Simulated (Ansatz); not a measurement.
The system is Mn3Al.

```
Mn Al
1.0
     0.00000    2.85803    2.85803
     2.85803    0.00000    2.85803
     2.85803    2.85803    0.00000
Mn Al
3 1
Direct
  0.00000 0.00000 0.00000
  0.25000 0.25000 0.25000
  0.75000 0.75000 0.75000
  0.50000 0.50000 0.50000
```

The cell comes from a database or a generator and needn't be the stable form of this composition.

Base run:

```yaml
Program: Ansatz 0.2.0
Functional: PBEsol
Potentials_or_basis: all-electron LAPW, scalar-relativistic
Cutoff: 283 eV
Density_cutoff: 1131 eV
Basis_error_allowed: 0.002 eV/atom
k_mesh: 8 × 8 × 8
Occupations: fermi-dirac, width 0.05 eV
Spin: collinear spin, ferromagnetic start
Starting_moments: "[4.0, 4.0, 4.0, 0.0] μB"
```

Its results: pressure -2.6 GPa; net moment 0.00 μB per cell; site moments Mn +2.39, -1.19; Al -0.01 μB.

Task: The run is repeated on the same cell with these changes: functional from PBEsol to LDA. What comes out?

Result: Pressure -12.1 GPa; net moment 0.01 μB per cell; site moments Mn +1.99, -0.99; Al -0.01 μB.

LDA binds more tightly than PBEsol, so the same cell stands under less pressure.

Not every run made on this cell is shown here.
